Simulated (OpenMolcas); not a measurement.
# Au³⁺ among point charges: CASSCF and CASPT2 levels and susceptibility

How does a field of 3 point charges split the states of Au³⁺, and what χT follows?

Program: OpenMolcas 26.06. Level of theory: state-averaged CASSCF and CASPT2, spin-orbit coupling by RASSI with atomic mean-field integrals. These are calculated values, not measurements, unless marked.

### Step 1. The system

| Item | Value |
| --- | --- |
| Species | Au³⁺ (gold, Z = 79, 76 electrons) |
| Basis | ANO-RCC-VDZP [7s6p4d2f], 59 functions |
| Scalar Hamiltonian | DKH2, point nucleus |
| Inactive shells | 1s 2s 2p 3s 3p 3d 4s 4p 4d 4f 5s 5p |
| Active space | 8 electrons in 5 orbitals (5d) |
| Some configurations of this space | 5d8 |
| Orbitals | optimised for each spin and parity, averaged over all roots |

The outer shells:

5d8
```
5d [↑↓][↑↓][↑↓][↑ ][↑ ]
```

The ion sits among 3 point charges of -1.5 e arranged as a planar triangle (D3h), 2.27 Å from the ion.

The work runs as a chain of OpenMolcas steps in one folder; each step below is one input file. Labels, J, g values, rates, χT and fits are worked out afterwards by a script from the matrices that RASSI stores.

### Step 2. GATEWAY and SEWARD: basis and integrals

a.inp reads:

```
&GATEWAY
Coord
1

Au 0.0 0.0 0.0
Basis=ANO-RCC-VDZP
Group=NoSym
NoMove
AngMom=0.0 0.0 0.0
AMFI
XField
3 Angstrom 0
2.270000 0.000000 0.000000 -1.500000
-1.135000 1.965878 0.000000 -1.500000
-1.135000 -1.965878 0.000000 -1.500000
&SEWARD
```

Command:

```
> OMP_NUM_THREADS=1 MOLCAS_MEM=1689 MOLCAS_PROJECT=a pymolcas a.inp > a.log
```

Output:

```text
Basis set label: AU.ANO-RCC...7S6P4D2F.

      Electronic valence basis set:
      ------------------
      Associated Effective Charge  79.000000 au
      Associated Actual Charge     79.000000 au
      Nuclear Model: Point charge

      Shell  nPrim  nBasis  Cartesian Spherical Contaminant
         s      24       7        X
         p      21       6        X
         d      15       4                 X
         f      11       2                 X
                  Relativistic Douglas-Kroll-Hess integrals:
                    - DKH order of Hamiltonian: 2
                    - DKH order of Properties : 0
                  Atomic mean-field integrals
```

### Step 3. CASSCF: triplets, 10 roots

a.inp reads:

```
&RASSCF
FileOrb=start.orb
Symmetry=1
Spin=3
nActEl=8 0 0
Inactive=34
Ras2=5
CIRoot=10 10 1
SDav=10
CIMx=300
Iter=120 100
PrWF=0.3
OrbListing=Nothing
MaxOrb=0
>>> COPY $Project.JobIph JOB001
```

start.orb holds the contracted functions of the basis, ordered by shell, or the orbitals of the step before.

Output (excerpt; [...] marks lines left out):

```text
[...]
      Number of active orbitals                  5
[...]
      Spin quantum number                      1.0
[...]
      Active orbitals                            5
[...]
      Number of CSFs                            10
      Number of root(s) required                10
[...]
      Convergence after 10 iterations
[...]
      Natural orbitals and occupation numbers for root  1
      sym 1:   2.000000   1.500000   1.500000   1.500000   1.500000
      Natural orbitals and occupation numbers for root  2
      sym 1:   2.000000   1.500000   1.500000   1.500000   1.500000
      Natural orbitals and occupation numbers for root  3
      sym 1:   1.316533   2.000000   1.683467   1.683467   1.316533
::    RASSCF root number  1 Total energy: -18994.65555850
::    RASSCF root number  2 Total energy: -18994.65551374
::    RASSCF root number  3 Total energy: -18994.65091708
[...]
::    RASSCF root number  7 Total energy: -18994.64517136
::    RASSCF root number  8 Total energy: -18994.59646753
::    RASSCF root number  9 Total energy: -18994.56696185
::    RASSCF root number 10 Total energy: -18994.56696184
```

### Step 4. CASSCF: singlets, 15 roots

a.inp reads:

```
&RASSCF
FileOrb=start.orb
Symmetry=1
Spin=1
nActEl=8 0 0
Inactive=34
Ras2=5
CIRoot=15 15 1
SDav=15
CIMx=300
Iter=120 100
PrWF=0.3
OrbListing=Nothing
MaxOrb=0
>>> COPY $Project.JobIph JOB002
```

Output (excerpt; [...] marks lines left out):

```text
[...]
      Number of active orbitals                  5
[...]
      Spin quantum number                      0.0
[...]
      Active orbitals                            5
[...]
      Number of CSFs                            15
      Number of root(s) required                15
[...]
      Convergence after  7 iterations
[...]
      Natural orbitals and occupation numbers for root  1
      sym 1:   1.233019   1.840079   1.853806   1.840079   1.233017
      Natural orbitals and occupation numbers for root  2
      sym 1:   0.999991   1.999978   2.000000   1.999978   1.000052
      Natural orbitals and occupation numbers for root  3
      sym 1:   1.000147   1.999978   2.000000   1.999978   0.999896
::    RASSCF root number  1 Total energy: -18994.60473639
::    RASSCF root number  2 Total energy: -18994.59861695
::    RASSCF root number  3 Total energy: -18994.59861695
[...]
::    RASSCF root number 12 Total energy: -18994.53635065
::    RASSCF root number 13 Total energy: -18994.53635065
::    RASSCF root number 14 Total energy: -18994.53337166
::    RASSCF root number 15 Total energy: -18994.42815468
```

### Step 5. RASSI: spin-orbit coupling between the states

a.inp reads:

```
&RASSI
NrOfJobIphs=2 10 15
1 2 3 4 5 6 7 8 9 10
1 2 3 4 5 6 7 8 9 10 11 12 13 14 15
IphNames
JOB001
JOB002
EJob
SpinOrbit
DIPRint=1.0
SOCoupling=1000.0
Subsets=2
Property=9
'ANGMOM' 1 'ANGMOM' 2 'ANGMOM' 3 'MLTPL  1' 1 'MLTPL  1' 2 'MLTPL  1' 3
'AMFI' 1 'AMFI' 2 'AMFI' 3
SOProperty=3
'ANGMOM' 1 'ANGMOM' 2 'ANGMOM' 3
```

Output:

```text
SPIN-FREE ENERGIES:
  (Shifted by EMIN (a.u.) =     -18994.6555584960)

 SF State       Relative EMIN(au)   Rel lowest level(eV)    D:o, cm**(-1)      L_eff

     1             0.0000000000        0.0000000000              0.0000         3.0
     2             0.0000447512        0.0012177426              9.8218         3.0
     3             0.0046414156        0.1262993537           1018.6730         2.6
     4             0.0069811529        0.1899668474           1532.1860         3.0
     5             0.0069811562        0.1899669372           1532.1867         3.0
     6             0.0103871398        0.2826484719           2279.7137         2.9
     7             0.0103871407        0.2826484974           2279.7139         2.9
    11             0.0508221101        1.3829400691          11154.1639         2.1
    12             0.0569415436        1.5494583359          12497.2243         4.0
    13             0.0569415436        1.5494583359          12497.2243         4.0
    14             0.0590377531        1.6064991014          12957.2891         2.2
    15             0.0590377531        1.6064991014          12957.2891         2.2
     8             0.0590909644        1.6079470551          12968.9676         1.6
    16             0.0628885186        1.7112837698          13802.4344         2.2
    17             0.0628885213        1.7112838444          13802.4350         2.2
    18             0.0851496021        2.3170387112          18688.1775         4.0
    19             0.0852583820        2.3199987636          18712.0520         4.0
     9             0.0885966495        2.4108376490          19444.7170         1.2
    10             0.0885966516        2.4108377056          19444.7174         1.2
    20             0.1082656251        2.9460577418          23761.5582         3.8
    21             0.1082656256        2.9460577549          23761.5583         3.8
    22             0.1192078439        3.2438106826          26163.0976         3.9
    23             0.1192078452        3.2438107197          26163.0979         3.9
    24             0.1221868360        3.3248731899          26816.9108         3.9
    25             0.2274038125        6.1879729753          49909.3679         0.2
     Dipole printing threshold changed to   1.00000000E+00

++ Dipole transition strengths (spin-free states):
   -----------------------------------------------
     for osc. strength at least  1.00000000E+00

  ( Max oscillator strength is only    3.1897175949220732E-005 )
--
Eigenvalues of complex Hamiltonian:
   -----------------------------------
  (Shifted by EMIN (a.u.) =     -18994.6555584960)

 SO State       Relative EMIN(au)   Rel lowest level(eV)    D:o, cm**(-1)     J-value

     1            -0.0477945098        0.0000000001              0.0000         1.6
     2            -0.0477945098        0.0000000000              0.0000         1.6
     3            -0.0410385233        0.1838397580           1482.7676         2.8
     4            -0.0410307015        0.1840525988           1484.4843         2.8
     5            -0.0380737078        0.2645164988           2133.4694         3.6
     6            -0.0368628630        0.2974652641           2399.2192         3.5
     7            -0.0368628609        0.2974653205           2399.2196         3.5
     8            -0.0364332916        0.3091544967           2493.4992         3.7
     9            -0.0364332907        0.3091545221           2493.4994         3.7
    10            -0.0051932031        1.1592406121           9349.9061         2.4
    11             0.0032343205        1.3885652108          11199.5337         2.2
    12             0.0032343214        1.3885652362          11199.5339         2.2
    13             0.0067744748        1.4848977176          11976.5078         1.4
    14             0.0067744769        1.4848977748          11976.5082         1.4
    15             0.0147582300        1.7021467622          13728.7395         1.3
    16             0.0147899051        1.7030086871          13735.6914         1.3
    17             0.0222274079        1.9053934480          15368.0346         2.5
    18             0.0222274083        1.9053934591          15368.0347         2.5
    19             0.0233134939        1.9349473551          15606.4029         2.1
    20             0.0233134944        1.9349473673          15606.4030         2.1
    21             0.0244424748        1.9656684888          15854.1856         2.9
    22             0.0508676086        2.6847330125          21653.8321         1.9
    23             0.0508676097        2.6847330405          21653.8323         1.9
    24             0.0621220161        2.9909810405          24123.8890         1.1
    25             0.0621220180        2.9909810914          24123.8894         1.1
    26             0.0637740541        3.0359352838          24486.4694         2.1
    27             0.0639391378        3.0404274409          24522.7011         1.6
    28             0.0639391378        3.0404274421          24522.7011         1.6
    29             0.0769333900        3.3940190558          27374.6098         0.7
    30             0.0908869901        3.7737158593          30437.0711         2.8
    31             0.0909905157        3.7765329349          30459.7923         2.8
    32             0.0961160176        3.9160049449          31584.7099         1.2
    33             0.0961160193        3.9160049927          31584.7103         1.2
    34             0.1020706301        4.0780382068          32891.5963         1.2
    35             0.1050516302        4.1591553504          33545.8502         3.1
    36             0.1050516320        4.1591554014          33545.8506         3.1
    37             0.1059768305        4.1843313352          33748.9082         2.5
    38             0.1078680545        4.2357941610          34163.9839         2.9
    39             0.1078680557        4.2357941935          34163.9842         2.9
    40             0.1300326868        4.8389245328          39028.5584         1.7
    41             0.1300326871        4.8389245408          39028.5585         1.7
Weights of the five most important spin-orbit-free states for each spin-orbit state.

 SO State  Total energy (au)           Spin-free states, spin, and weights
 -------------------------------------------------------------------------------------------------------
    1        -0.047795       1 1.0  0.4690    2 1.0  0.4683   12 0.0  0.0618   13 0.0  0.0008   17 0.0  0.0000
    2        -0.047795       1 1.0  0.4690    2 1.0  0.4683   13 0.0  0.0618   12 0.0  0.0008   16 0.0  0.0000
    3        -0.041039       4 1.0  0.3380    5 1.0  0.3380    1 1.0  0.2805   19 0.0  0.0434    3 1.0  0.0000
    4        -0.041031       4 1.0  0.3382    5 1.0  0.3382    2 1.0  0.2802   18 0.0  0.0435    3 1.0  0.0000
    5        -0.038074       3 1.0  0.6605    6 1.0  0.1209    7 1.0  0.1209   11 0.0  0.0827   24 0.0  0.0126
    6        -0.036863       4 1.0  0.4483    6 1.0  0.2386    7 1.0  0.2386   21 0.0  0.0240   17 0.0  0.0224
    7        -0.036863       5 1.0  0.4483    7 1.0  0.2386    6 1.0  0.2386   20 0.0  0.0240   16 0.0  0.0224
    8        -0.036433       6 1.0  0.5310    3 1.0  0.3410    4 1.0  0.0317    5 1.0  0.0317   14 0.0  0.0225
    9        -0.036433       7 1.0  0.5310    3 1.0  0.3410    5 1.0  0.0317    4 1.0  0.0317   15 0.0  0.0225
   10        -0.005193      11 0.0  0.3544    8 1.0  0.2014    6 1.0  0.1761    7 1.0  0.1761    3 1.0  0.0366
   11         0.003234       4 1.0  0.1850    5 1.0  0.1850   14 0.0  0.1745   15 0.0  0.1727    8 1.0  0.1727
   12         0.003234       5 1.0  0.1850    4 1.0  0.1850   15 0.0  0.1745   14 0.0  0.1727    8 1.0  0.1727
```

These steps took 5.5 s in all on 1 thread of Arm Neoverse V2, shared host.

States without spin-orbit coupling:

```
state  degeneracy  E (cm-1)  free-ion L (%)
  3A1           1         0         F (100)
  3A2           1        10         F (100)
  3A2           1      1019          F (76)
   3E           2      1532         F (100)
   3E           2      2280          F (95)
  1A1           1     11154          D (92)
   1E           2     12497         G (100)
   1E           2     12957          D (93)
  3A2           1     12969          P (76)
   1E           2     13802          D (91)
  1A1           1     18688         G (100)
  1A2           1     18712         G (100)
   3E           2     19445          P (95)
   1E           2     23762          G (91)
   1E           2     26163          G (93)
  1A1           1     26817          G (95)
  1A1           1     49909          S (97)
```

With spin-orbit coupling:

| E (cm-1) | Degeneracy | Label | 2S+1 | g |
| --- | --- | --- | --- | --- |
| 0.0 | 2 | E | 3 | 0.00 0.00 9.87 |
| 1483 | 1 | A2 | 3 |  |
| 1484 | 1 | A1 | 3 |  |
| 2133 | 1 | A1 | 3 |  |
| 2399 | 2 | E | 3 | 0.00 0.00 4.89 |
| 2493 | 2 | E | 3 | 0.00 0.00 2.56 |
| 9350 | 1 | A1 | 3 |  |
| 11200 | 2 | E | 3 | 0.00 0.00 1.63 |
| 11977 | 2 | E | 3 | 0.00 0.00 3.38 |
| 13729 | 1 | A2 | 3 |  |
| 13736 | 1 | A1 | 3 |  |
| 15368 | 2 | E | 3 | 0.00 0.00 3.04 |
| 15606 | 2 | E | 3 | 0.00 0.00 4.94 |
| 15854 | 1 | A2 | 3 |  |
| 21654 | 2 | E | 3 | 0.00 0.00 2.44 |
| 24124 | 2 | E | 3 | 0.00 0.00 4.30 |
| 24486 | 1 | A1 | 3 |  |
| 24523 | 2 | E | 1 | 0.00 0.00 8.11 |
| 27375 | 1 | A1 | 3 |  |
| 30437 | 1 | A1 | 1 |  |
| 30460 | 1 | A2 | 1 |  |
| 31585 | 2 | E | 3 | 0.00 0.00 2.20 |
| 32892 | 1 | A2 | 3 |  |
| 33546 | 2 | E | 1 | 0.00 0.00 4.11 |

Labels of spin-orbit levels are those of the rotation subgroup (D3 for D3h). Principal g values are given for doublets only; a zero marks a field direction without first-order Zeeman splitting.

Powder χT (cm³ K/mol): 3.05 at 2 K, 3.05 at 5 K, 3.05 at 10 K, 3.06 at 20 K, 3.08 at 50 K, 3.12 at 100 K, 3.16 at 150 K, 3.19 at 200 K, 3.23 at 250 K, 3.27 at 300 K.

Orbitals of the lowest block (energies include the constant potential of the surroundings):

```
shell     space  energy (hartree)  mean occupation  ⟨r²⟩ (bohr²)
   1s  inactive        -2976.2320            2.000      0.000362
   2s  inactive         -531.3502            2.000       0.00591
   2p  inactive         -461.8639            6.000       0.00497
   3s  inactive         -128.1565            2.000        0.0385
   3p  inactive         -107.5264            6.000        0.0394
   3d  inactive          -84.3119           10.000        0.0330
   4s  inactive          -29.3881            2.000         0.187
   4p  inactive          -22.4661            6.000         0.212
   4d  inactive          -13.7526           10.000         0.242
   4f  inactive           -4.0928           14.000         0.296
   5s  inactive           -4.9723            2.000         0.991
   5p  inactive           -3.0214            6.000          1.29
   5d      RAS2                              8.000          2.44
```

### Step 6. CASPT2: IPEA 0.25, imaginary shift 0.1 (closed shells correlated: 4f 5s 5p)

a.inp reads:

```
>>> COPY JOB001 $Project.JobIph
&CASPT2
Multistate=10 1 2 3 4 5 6 7 8 9 10
NoMult
Frozen=23
IPEA=0.25
Imaginary=0.1
MaxIter=60
WThr=0.0 0.3 0.05
PrWF=0.5
NoMix
>>> COPY JOB002 $Project.JobIph
&CASPT2
Multistate=15 1 2 3 4 5 6 7 8 9 10 11 12 13 14 15
NoMult
Frozen=23
IPEA=0.25
Imaginary=0.1
MaxIter=60
WThr=0.0 0.3 0.05
PrWF=0.5
NoMix
```

Output (excerpt; [...] marks lines left out):

```text
[...]
      Active orbitals                            5
[...]
      E2 (Variational):          -0.2949627347
      Total energy:          -18994.9505212307
[...]
::    CASPT2 Root  1     Total energy: -18994.95052123
::    CASPT2 Root  2     Total energy: -18994.95050179
[...]
::    CASPT2 Root 12     Total energy: -18994.83482583
::    CASPT2 Root 13     Total energy: -18994.83483000
::    CASPT2 Root 14     Total energy: -18994.83165338
::    CASPT2 Root 15     Total energy: -18994.74638285
```

This run took 4.9 s in all on 1 thread of Arm Neoverse V2, shared host.

SS-CASPT2: lowest energy less the reference's lowest, -0.2950 hartree; reference weights 0.938 to 0.945.

States without spin-orbit coupling:

```
state  degeneracy  E (cm-1)  free-ion L (%)
  3A1           1         0         F (100)
  3A2           1         4         F (100)
  3A2           1       660          F (76)
   3E           2      2114         F (100)
   3E           2      2189          F (95)
  1A1           1      8983          D (92)
   1E           2     10852          D (93)
   1E           2     11273         G (100)
  3A2           1     12011          P (76)
   1E           2     12309          D (91)
  1A1           1     17258         G (100)
  1A2           1     17275         G (100)
   3E           2     18396          P (95)
   1E           2     22641          G (91)
   1E           2     25392          G (93)
  1A1           1     26088          G (95)
  1A1           1     44803          S (97)
```

With spin-orbit coupling:

```tsv
E (cm-1)	Degeneracy	Label	2S+1	g
0	2	E	3	0.00 0.00 9.86
1740	1	A1	3	
1890	1	A2	3	
1890	1	A1	3	
2310	2	E	3	0.00 0.00 2.59
2630	2	E	3	0.00 0.00 4.94
8360	1	A1	3	
10400	2	E	3	0.00 0.00 1.81
11320	2	E	3	0.00 0.00 3.50
13990	1	A2	3	
13990	1	A1	3	
15110	2	E	3	0.00 0.00 2.95
15700	2	E	3	0.00 0.00 4.84
15850	1	A2	3	
21390	2	E	3	0.00 0.00 2.38
23460	2	E	1	0.00 0.00 8.12
23690	2	E	3	0.00 0.00 4.29
23740	1	A1	3	
25740	1	A1	3	
29180	1	A1	1	
29190	1	A2	1	
30630	2	E	3	0.00 0.00 2.17
31930	1	A2	3	
32570	2	E	1	0.00 0.00 4.09
```

Powder χT (cm³ K/mol): 3.04 at 2 K, 3.04 at 5 K, 3.04 at 10 K, 3.05 at 20 K, 3.07 at 50 K, 3.10 at 100 K, 3.13 at 150 K, 3.16 at 200 K, 3.19 at 250 K, 3.21 at 300 K.

### Step 7. The methods side by side

A. CASSCF
B. SS-CASPT2, IPEA 0.25, imaginary shift 0.1 (closed shells correlated: 4f 5s 5p)

```
method  ground state  first state of that spin (cm-1)  first gap with spin-orbit (cm-1)  χT at 300 K
     A           3A1                        3A2 9.822                            1482.8         3.27
     B           3A1                        3A2 4.267                            1738.3         3.21
```

### Step 8. Outcome

```
                                            quantity                                                                           value
                                              method  SS-CASPT2, IPEA 0.25, imaginary shift 0.1 (closed shells correlated: 4f 5s 5p)
                              spin-free ground state                                                 3A1, 1-fold in its orbital part
first state of the same spin within the active space                                                                3A2 at 4.27 cm⁻¹
                                        lowest level                                                  2-fold E, g = 0.00, 0.00, 9.86
                                          next level                                                                     1738.3 cm⁻¹
                                         χT at 300 K                                                                  3.21 cm³ K/mol
                           effective moment at 300 K                                                                         5.07 μB
```

Cost by method:

```
                                                 method  time of its own steps  time with the reference
                                              A. CASSCF                  5.5 s                    5.5 s
B. SS-CASPT2, IPEA 0.25, imaginary shift 0.1, +4f 5s 5p                  4.9 s                     10 s
```

Times are of one thread on a shared host.

In words: The spin-free ground state (3A1) comes to 100 % from free-ion F terms and keeps the highest spin of the shell. χT at 300 K is 3.21, against 1.00 cm³ K/mol for the spin alone, so orbital moment adds to it. CASPT2 does not keep the components of a term degenerate, and the means are used. The field of point charges can differ much from that of real complexes. This is an electrostatic model: the charges have no orbitals.
